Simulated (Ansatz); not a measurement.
**CH₆O₄Sn: up Jacob's ladder to CCSD(T)**

The task here is to estimate one member of a computed series from the others.

Computed with Ansatz 0.2.0, Gaussian basis. Level: functionals in def2-TZVPP, the program's frozen cores in correlated methods.

Plan: LDA (SPW92), PBE-D4, revPBE-D4, BLYP-D4, r2SCAN-D4, B97M-V, PBE0-D4, B3LYP-D4, r2SCANh-D4, r2SCAN0-D4, HSE06-D4, BHLYP-D4, CAM-B3LYP-D4, LC-ωPBE, ωB97X-V, ωB97M-V, B2PLYP, PBE-QIDH; CCSD(T)/def2-SVP; MP2/def2-TZVPP; MP2/def2-QZVPP; RPA on PBE.

## The relaxed structure

The geometry comes from an earlier relaxation with PBE0-D4 in a triple-zeta def2 set; it is a stationary point, not always the lowest conformer. Sn takes the def2 core potential; no spin-orbit term is included.

SMILES `C[O][Sn]([OH])([OH])[OH]`, 12 atoms, charge 0, spin multiplicity 1.

Atoms are counted from 1 here; the program's logs count them from 0.

Bond lengths: C1–O2 1.414 Å, C1–H7 1.093 Å, C1–H8 1.096 Å, C1–H9 1.095 Å, O2–Sn3 1.941 Å, Sn3–O4 1.942 Å, Sn3–O5 1.946 Å, Sn3–O6 1.942 Å, O4–H10 0.962 Å, O5–H11 0.961 Å, O6–H12 0.961 Å. Angles: O2–C1–H7 107.6°, O2–C1–H8 111.7°, O2–C1–H9 112.4°, H7–C1–H8 108.2°, H7–C1–H9 108.3°, H8–C1–H9 108.6°, C1–O2–Sn3 121.4°, O2–Sn3–O4 104.7°, O2–Sn3–O5 116.1°, O2–Sn3–O6 107.8°, O4–Sn3–O5 107.8°, O4–Sn3–O6 115.6°, O5–Sn3–O6 105.2°, Sn3–O4–H10 111.9°, Sn3–O5–H11 112.6°, Sn3–O6–H12 111.8°.

The first run:

in.yaml reads:

```yaml
crystal:
  periodic: [false, false, false]
  atoms:
    - {symbol: C, position_ang: [-0.156179, -1.328661, 1.587265]}
    - {symbol: O, position_ang: [0.688168, -0.903674, 0.535564]}
    - {symbol: Sn, position_ang: [0.177994, 0.548597, -0.646410]}
    - {symbol: O, position_ang: [1.812224, 1.020630, -1.582510]}
    - {symbol: O, position_ang: [-1.173921, 0.131339, -1.982696]}
    - {symbol: O, position_ang: [-0.600620, 1.954850, 0.443824]}
    - {symbol: H, position_ang: [0.420078, -2.009490, 2.218699]}
    - {symbol: H, position_ang: [-1.031716, -1.870327, 1.210966]}
    - {symbol: H, position_ang: [-0.502071, -0.494635, 2.207428]}
    - {symbol: H, position_ang: [2.591203, 0.663574, -1.146239]}
    - {symbol: H, position_ang: [-0.791467, -0.130657, -2.824793]}
    - {symbol: H, position_ang: [-1.356892, 2.363252, 0.012902]}
basis:
  gaussian: {orbitals: def2-TZVPP}
hamiltonian: {xc: lda}
output: {orbitals: {seedname: orbitals}}
```

Launch:

```bash
$ ansatz run in.yaml --threads 4 --pin off --events-out ev --progress --plain --max-ram 11315MiB
```

Among the steps run: LDA; PBE-D4 (GGA); revPBE-D4 (GGA); BLYP-D4 (GGA); r2SCAN-D4 (meta-GGA); B97M-V (meta-GGA); PBE0-D4 (hybrid); B3LYP-D4 (hybrid); r2SCANh-D4 (hybrid); r2SCAN0-D4 (hybrid); HSE06-D4 (hybrid); BHLYP-D4 (hybrid); CAM-B3LYP-D4 (range-separated); LC-ωPBE (range-separated); ωB97X-V (range-separated); ωB97M-V (range-separated); B2PLYP (double hybrid); PBE-QIDH (double hybrid).

One table of the session follows, with a row left open; its other results are not shown here.

It belongs to the step «Frontier levels by functional». 

```
  functional  HOMO (eV)  LUMO (eV)  gap (eV)
 LDA (SPW92)      -6.69      -2.88      3.80
      PBE-D4      -6.52      -2.55      3.97
   revPBE-D4      -6.46      -2.41      4.05
     BLYP-D4      -6.45      -2.54      3.91
   r2SCAN-D4      -6.88      -2.27      4.61
      B97M-V      -6.98      -2.35      4.64
     PBE0-D4      -8.16      -1.56      6.60
    B3LYP-D4      -7.92      -1.93      5.99
  r2SCANh-D4      -7.49      -1.92      5.57
  r2SCAN0-D4      -8.42      -1.39      7.03
    HSE06-D4      -7.75      -1.94      5.82
    BHLYP-D4      -9.77      -0.64      9.12
CAM-B3LYP-D4          ?          ?         ?
     LC-ωPBE     -11.01       0.78     11.80
     ωB97X-V     -10.67       0.58     11.25
     ωB97M-V     -10.61       0.37     10.97
```

**Question.** Estimate the row for CAM-B3LYP-D4.

As computed: HOMO (eV): -9.66; LUMO (eV): -0.61; gap (eV): 9.05. In the column «HOMO (eV)» it lies between BHLYP-D4 (-9.77) and r2SCAN0-D4 (-8.42).
